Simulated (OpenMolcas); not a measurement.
# Ag⁶⁺: CASSCF terms and fine-structure levels

Wanted: the level scheme of Ag⁶⁺ from active-space wave functions.

Program: OpenMolcas 26.06. Level of theory: state-averaged CASSCF, spin-orbit coupling by RASSI with atomic mean-field integrals. These are calculated values, not measurements, unless marked.

**1. The system**

```
Species                           : Ag⁶⁺ (silver, Z = 47, 41 electrons)
Basis                             : ANO-RCC-MB [5s4p2d], 27 functions
Scalar Hamiltonian                : DKH2, point nucleus
Inactive shells                   : 1s 2s 2p 3s 3p 3d 4s 4p
Active space                      : 5 electrons in 5 orbitals (4d)
Some configurations of this space : 4d5
Orbitals                          : optimised for the highest spin of each parity, averaged over the low roots
```

Outer shells as boxes (Hund's rule):

4d5
```
4d [↑ ][↑ ][↑ ][↑ ][↑ ]
```

The work runs as a chain of OpenMolcas steps in one folder; each step below is one input file. Labels, J, g values, rates, χT and fits are worked out afterwards by a script from the matrices that RASSI stores.

**2. GATEWAY and SEWARD: basis and integrals**

The input, a.inp:

```
&GATEWAY
Coord
1

Ag 0.0 0.0 0.0
Basis=ANO-RCC-MB
Group=XYZ
NoMove
AngMom=0.0 0.0 0.0
AMFI
&SEWARD
```

Launch:

```sh
$ OMP_NUM_THREADS=1 MOLCAS_MEM=2252 MOLCAS_PROJECT=a pymolcas a.inp > a.log
```

**3. CASSCF: sextets of even parity, 1 root**

The input, a.inp:

```
&RASSCF
FileOrb=start.orb
Symmetry=1
Spin=6
nActEl=5 0 0
Inactive=9 9
Ras2=5 0
CIRoot=1 1 1
SDav=1
CIMx=300
Iter=120 100
PrWF=0.3
OrbListing=Nothing
MaxOrb=0
Atom
>>> COPY $Project.JobIph JOB001
```

start.orb holds the contracted functions of the basis, ordered by shell, or the orbitals of the step before.

**4. Reference wave functions, quartets of even parity, 24 roots**

The input, a.inp:

```
&RASSCF
FileOrb=start.orb
Symmetry=1
Spin=4
nActEl=5 0 0
Inactive=9 9
Ras2=5 0
CIRoot=24 24 1
SDav=24
CIMx=300
Iter=120 100
PrWF=0.3
OrbListing=Nothing
MaxOrb=0
Atom
CIOnly
>>> COPY $Project.JobIph JOB002
```

**5. Reference wave functions, doublets of even parity, 75 roots**

The input, a.inp:

```
&RASSCF
FileOrb=start.orb
Symmetry=1
Spin=2
nActEl=5 0 0
Inactive=9 9
Ras2=5 0
CIRoot=75 75 1
SDav=75
CIMx=300
Iter=120 100
PrWF=0.3
OrbListing=Nothing
MaxOrb=0
Atom
CIOnly
>>> COPY $Project.JobIph JOB003
```

**6. State interaction with spin-orbit coupling**

The input, a.inp:

```
&RASSI
NrOfJobIphs=3 1 24 25
1
1 2 3 4 5 6 7 8 9 10 11 12 13 14 15 16 17 18 19 20 21 22 23 24
1 2 3 4 5 6 7 8 9 10 11 12 13 14 15 16 17 18 19 20 21 22 23 24 25
IphNames
JOB001
JOB002
JOB003
EJob
SpinOrbit
DIPRint=1.0
SOCoupling=1000.0
Subsets=2
MEES
Property=10
'ANGMOM' 1 'ANGMOM' 2 'ANGMOM' 3 'MLTPL  1' 1 'MLTPL  1' 2 'MLTPL  1' 3
'AMFI' 1 'AMFI' 2 'AMFI' 3 'MLTPL  2' 6
SOProperty=3
'ANGMOM' 1 'ANGMOM' 2 'ANGMOM' 3
```

(Steps that only read results are left out.)

What does the calculation give? Wanted: lowest level; first excited level; spin-orbit lowering of the lowest level; strongest of the lines computed, by gA.

The runs gave:

| quantity | value |
| --- | --- |
| method | CASSCF |
| lowest level | 4d5 6S 5/2, 99 % of that term, g = 1.997 |
| ground level listed by NIST | 6S5/2 |
| first excited level | 4d5 4G 5/2 at 27332 cm-1 |
| spin-orbit lowering of the lowest level | 388 cm-1 |
| strongest of the lines computed, by gA (one parity, so forbidden lines), at CASSCF energies | 4d5 4P 5/2 → 4d5 6S 5/2, 327.3 nm, A = 1.04e+01 s⁻¹ |

The computed levels miss the measured ones by 2700 cm⁻¹ on average. Only the configurations of the active space and the roots asked for are present. The quartets, doublets rest on orbitals optimised for another spin in at least one step, which raises them against the optimised states. Not all states of the active space went into the spin-orbit step. Measured levels are paired by their LS label, which is uncertain where the leading share is low. The basis is small and contracted for the neutral atom, so it is rough for this charge. Only valence configurations of the active space appear, up to the ionisation limit; * or ° marks odd parity.
